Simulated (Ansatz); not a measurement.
# CH6BFGeSi: one species, many methods

An exercise on one series of results from a longer session: the logs are not shown, and one member is left open.

The runs use Ansatz 0.2.0, Gaussian basis; functionals in def2-TZVPP, the program's frozen cores in correlated methods.

Plan: PBE-D4, r2SCAN-D4, PBE0-D4, B3LYP-D4, ωB97X-V, ωB97M-V, B2PLYP; CCSD(T)/def2-TZVPP; MP2/def2-QZVPP; extrapolation to the limit.

### Structure used throughout

An earlier PBE0-D4 in a triple-zeta def2 set relaxation fixed the geometry.

SMILES `F[B]1C[SiH2][GeH2]1`, 11 atoms, charge 0, spin multiplicity 1.

Atoms are counted from 1 here; the program's logs count them from 0.

Bond lengths: F1–B2 1.318 Å, B2–C3 1.578 Å, B2–Ge5 2.112 Å, C3–Si4 1.908 Å, C3–H6 1.097 Å, C3–H7 1.097 Å, Si4–Ge5 2.393 Å, Si4–H8 1.488 Å, Si4–H9 1.488 Å, Ge5–H10 1.538 Å, Ge5–H11 1.538 Å. Angles: F1–B2–C3 124.2°, F1–B2–Ge5 132.0°, C3–B2–Ge5 103.8°, B2–C3–Si4 99.2°, B2–C3–H6 111.7°, B2–C3–H7 111.7°, Si4–C3–H6 114.2°, Si4–C3–H7 114.2°, H6–C3–H7 105.8°, C3–Si4–Ge5 84.8°, C3–Si4–H8 113.0°, C3–Si4–H9 113.0°, Ge5–Si4–H8 117.5°, Ge5–Si4–H9 117.6°, H8–Si4–H9 109.0°, B2–Ge5–Si4 72.2°, B2–Ge5–H10 118.0°, B2–Ge5–H11 118.0° and more.

Coordinates:

```mol
CH6BFGeSi
  3D, bonds by distance, orders not assigned

 11 11  0  0  0  0  0  0  0  0999 V2000
   -2.0097    0.8790    1.5023 F   0  0
   -1.0090    0.4125    0.7834 B   0  0
   -0.4412    1.1159   -0.5106 C   0  0
    0.9367   -0.1267   -0.9547 Si  0  0
    0.1923   -1.3131    0.9857 Ge  0  0
   -0.0811    2.1298   -0.2967 H   0  0
   -1.2120    1.2288   -1.2829 H   0  0
    0.7315   -0.7753   -2.2779 H   0  0
    2.2975    0.4736   -0.9148 H   0  0
    1.1364   -1.3977    2.1965 H   0  0
   -0.4761   -2.6840    0.7903 H   0  0
  1  2  8  0
  2  3  8  0
  3  4  8  0
  4  5  8  0
  3  6  8  0
  3  7  8  0
  4  8  8  0
  4  9  8  0
  5 10  8  0
  5 11  8  0
  2  5  8  0
M  END
```

Set-up of the first run:

in.yaml

```yaml
crystal:
  periodic: [false, false, false]
  atoms:
    - {symbol: F, position_ang: [-2.009710, 0.879001, 1.502291]}
    - {symbol: B, position_ang: [-1.008966, 0.412537, 0.783443]}
    - {symbol: C, position_ang: [-0.441228, 1.115942, -0.510595]}
    - {symbol: Si, position_ang: [0.936732, -0.126721, -0.954687]}
    - {symbol: Ge, position_ang: [0.192334, -1.313060, 0.985746]}
    - {symbol: H, position_ang: [-0.081081, 2.129779, -0.296675]}
    - {symbol: H, position_ang: [-1.211977, 1.228849, -1.282929]}
    - {symbol: H, position_ang: [0.731487, -0.775304, -2.277904]}
    - {symbol: H, position_ang: [2.297509, 0.473600, -0.914821]}
    - {symbol: H, position_ang: [1.136397, -1.397729, 2.196505]}
    - {symbol: H, position_ang: [-0.476097, -2.683993, 0.790324]}
basis:
  gaussian: {orbitals: def2-TZVPP}
hamiltonian: {xc: pbe, dispersion: d4}
output: {forces: true, orbitals: {seedname: orbitals}}
```

The run is started by

```console
> ansatz run in.yaml --threads 4 --pin off --events-out ev --progress --plain --max-ram 10444MiB
```

Steps of the session up to this table: PBE-D4 (GGA); r2SCAN-D4 (meta-GGA); PBE0-D4 (hybrid); B3LYP-D4 (hybrid); ωB97X-V (range-separated); ωB97M-V (range-separated); B2PLYP (double hybrid); CCSD(T) in def2-TZVPP; MP2 in def2-QZVPP.

One table of the session follows, with a row left open; its other results are not shown here.

It belongs to the step «Atomisation energies». 

```
            method  atomisation energy (kcal/mol)
            PBE-D4                          921.3
         r2SCAN-D4                          917.0
           PBE0-D4                              ?
          B3LYP-D4                          906.5
           ωB97X-V                          916.1
           ωB97M-V                          910.4
            B2PLYP                          898.0
     HF/def2-TZVPP                          683.1
    MP2/def2-TZVPP                          900.3
   CCSD/def2-TZVPP                          877.3
CCSD(T)/def2-TZVPP                          889.9
           MP2/CBS                          920.4
       CCSD(T)/CBS                          910.0
```

Q: Estimate the row for PBE0-D4 from the others.

**Answer.** atomisation energy (kcal/mol): 911.3. In the column «atomisation energy (kcal/mol)» it lies between ωB97M-V (910.4) and ωB97X-V (916.1).

Limits of these values: Free atoms (1 F, 1 B, 1 C, 1 Si, 1 Ge, 6 H) were run apart at each level; the atomisation energy is their sum less the molecule, without zero-point or spin-orbit terms.
